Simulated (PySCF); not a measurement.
The system is Cl2GaBr, in a box.

```xyz
4
Lattice="12.0000 0.0000 0.0000 0.0000 13.0000 0.0000 0.0000 0.0000 12.0000" Properties=species:S:1:pos:R:3 pbc="T T T"
Cl    7.0930    7.0121    7.4341
Ga    5.8228    6.6554    5.7815
Cl    5.3970    4.6621    5.2180
Br    4.9330    8.3799    4.6340
```

Base run:

- Program: PySCF 2.14.0
- Functional: HCTH407
- Potentials or basis: 6-31g* (all-electron)
- k mesh: 1 × 1 × 1
- Occupations: fixed
- Spin: no spin polarisation

Its results: gap between the frontier levels 4.63 eV.

Q: After a change of settings the same cell gave: gap between the frontier levels 8.91 eV. Which change was it?
A. functional from HCTH407 to r2SCANh
B. functional from HCTH407 to PBE
C. functional from HCTH407 to TASK
D. functional from HCTH407 to BHandHLYP; dispersion from none to D3(BJ)

A: D.

Caveats: this is a molecule in a periodic box at the Γ point, so its band gap is the HOMO-LUMO gap; relativity is left out, which matters for the heavier elements; the basis of atomic orbitals isn't converged, which shifts pressures, moduli and gaps.
